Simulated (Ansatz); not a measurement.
# Y3Cl5: the cost of one run

Method: DFT PBE, scalar-relativistic, plane waves, PAW, in Ansatz 0.2.0.

### 1 The structure to begin with

It takes space group Im-3m (No. 229, cubic). Conventional cell: a = 7.462 Å, b = 7.462 Å, c = 7.462 Å, α = 90.00°, β = 90.00°, γ = 90.00°. Y (site symmetry 4/mmm) is surrounded by 8 Cl at 3.23 Å. Cl (site symmetry m-3m) is surrounded by 8 Cl at 3.23 Å. Cl (site symmetry -3m) has 6 Y at 3.23 Å and 2 Cl at 3.23 Å as nearest neighbours.

As a file:

```cif
data_structure
_symmetry_space_group_name_H-M 'Im-3m'
_symmetry_Int_Tables_number 229
_cell_length_a 7.4617
_cell_length_b 7.4617
_cell_length_c 7.4617
_cell_angle_alpha 90.000
_cell_angle_beta 90.000
_cell_angle_gamma 90.000
_cell_volume 415.45
loop_
_atom_site_label
_atom_site_type_symbol
_atom_site_symmetry_multiplicity
_atom_site_Wyckoff_symbol
_atom_site_fract_x
_atom_site_fract_y
_atom_site_fract_z
_atom_site_occupancy
Y1 Y 6 b 0.50000 0.00000 0.00000 1
Cl1 Cl 2 a 0.00000 0.00000 0.00000 1
Cl2 Cl 8 c 0.25000 0.25000 0.75000 1
```

The cell is invented: species swapped into a database cell of Fe5Co3 (Im-3m, No. 229), with Cl on the Fe sites and Y on the Co sites. Its size is a rough estimate.

### 2 Probe: one point on a coarse mesh

Contents of input.yaml:

```yaml
crystal:
  lattice:
    - [-3.73086261, 3.73086261, 3.73086261]
    - [3.73086261, -3.73086261, 3.73086261]
    - [3.73086261, 3.73086261, -3.73086261]
  atoms:
    - { symbol: "Y", position: [0.0, 0.5, 0.5] }
    - { symbol: "Y", position: [0.5, 0.5, 0.0] }
    - { symbol: "Y", position: [0.5, 0.0, 0.5] }
    - { symbol: Cl, position: [0.0, 0.0, 0.0] }
    - { symbol: Cl, position: [0.0, 0.0, 0.5] }
    - { symbol: Cl, position: [0.0, 0.5, 0.0] }
    - { symbol: Cl, position: [0.5, 0.0, 0.0] }
    - { symbol: Cl, position: [0.5, 0.5, 0.5] }
basis:
  ecutwfc: 420
kpoints:
  mp_grid: { grid: [4, 4, 4] }
hamiltonian:
  xc: pbe
scf:
  occupations: { method: gaussian, width: 0.1 }
  lower_state_search: "off"
output:
  forces: true
  stress: true
  eigenvalues: true
```

Started as:

```
> ansatz run input.yaml --threads 1 --pin off --max-ram 2048MiB --backend cpu --events-out ev --progress --plain --runs-dir out
```

Q: Estimate wall time and peak memory on 1 thread of Arm Neoverse V2, shared host.

About 4.2 s, with a peak of 0.41 GiB.
